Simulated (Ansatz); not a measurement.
# CH8ClNSi2: small, medium and large basis sets

One table from this session's results is given with a row withheld; the runs are named, their logs left out.

Program: Ansatz 0.2.0, Gaussian basis. Level of theory: one geometry, several basis sets. These are calculated values, not measurements.

Levels to be run: PBE0-D4/def2-SVP; ωB97M-V/def2-SVP; PBE0-D4/def2-QZVPP; ωB97M-V/def2-QZVPP; the functionals' def2-TZVPP values are taken from earlier runs.

## Structure used throughout

An earlier PBE0-D4 in a triple-zeta def2 set relaxation fixed the geometry.

13 atoms, charge 0, spin multiplicity 1.

Atoms are counted from 1 here; the program's logs count them from 0.

Bond lengths: C1–N2 1.449 Å, C1–H6 1.096 Å, C1–H7 1.093 Å, C1–H8 1.093 Å, N2–Si3 1.702 Å, N2–H9 1.009 Å, Si3–Si4 2.339 Å, Si3–Cl5 2.087 Å, Si3–H10 1.483 Å, Si4–H11 1.486 Å, Si4–H12 1.488 Å, Si4–H13 1.488 Å. Angles: N2–C1–H6 113.0°, N2–C1–H7 109.7°, N2–C1–H8 110.9°, H6–C1–H7 107.3°, H6–C1–H8 108.5°, H7–C1–H8 107.3°, C1–N2–Si3 124.8°, C1–N2–H9 113.4°, Si3–N2–H9 117.1°, N2–Si3–Si4 111.5°, N2–Si3–Cl5 114.1°, N2–Si3–H10 106.5°, Si4–Si3–Cl5 104.9°, Si4–Si3–H10 114.1°, Cl5–Si3–H10 105.8°, Si3–Si4–H11 109.1°, Si3–Si4–H12 110.7°, Si3–Si4–H13 110.3° and more.

The first run:

File in.yaml:

```yaml
crystal:
  periodic: [false, false, false]
  atoms:
    - {symbol: C, position_ang: [-1.600435, 0.458011, 0.910613]}
    - {symbol: N, position_ang: [-0.200900, 0.790826, 1.082525]}
    - {symbol: Si, position_ang: [0.990990, 0.628645, -0.121491]}
    - {symbol: Si, position_ang: [0.941492, -1.497639, -1.094527]}
    - {symbol: Cl, position_ang: [0.775727, 1.955504, -1.718143]}
    - {symbol: H, position_ang: [-2.201064, 1.302301, 0.553888]}
    - {symbol: H, position_ang: [-1.699795, -0.345230, 0.176743]}
    - {symbol: H, position_ang: [-2.032790, 0.097173, 1.847600]}
    - {symbol: H, position_ang: [-0.037473, 1.478582, 1.801925]}
    - {symbol: H, position_ang: [2.284772, 0.973065, 0.516669]}
    - {symbol: H, position_ang: [2.018813, -1.591936, -2.114278]}
    - {symbol: H, position_ang: [1.149396, -2.552526, -0.065786]}
    - {symbol: H, position_ang: [-0.368331, -1.731176, -1.760838]}
basis:
  gaussian: {orbitals: def2-SVP}
hamiltonian: {xc: pbe0, dispersion: d4}
output: {orbitals: {seedname: orbitals}}
```

Among the steps run: PBE0-D4 in def2-SVP; ωB97M-V in def2-SVP; PBE0-D4 in def2-QZVPP; ωB97M-V in def2-QZVPP.

One table of the session follows, with a row left open; its other results are not shown here.

It belongs to the step «Density functionals: the series». 

```
functional       basis  HOMO (eV)  LUMO (eV)
   PBE0-D4    def2-SVP      -7.16       0.19
   PBE0-D4  def2-TZVPP      -7.28      -0.15
   PBE0-D4  def2-QZVPP      -7.31      -0.27
   ωB97M-V    def2-SVP          ?          ?
   ωB97M-V  def2-TZVPP      -9.55       1.58
   ωB97M-V  def2-QZVPP      -9.58       1.22
```

Estimate the missing values for ωB97M-V, def2-SVP.

As computed: HOMO (eV): -9.41; LUMO (eV): 2.06. In the column «HOMO (eV)» it lies between ωB97M-V, def2-TZVPP (-9.55) and PBE0-D4, def2-QZVPP (-7.31).
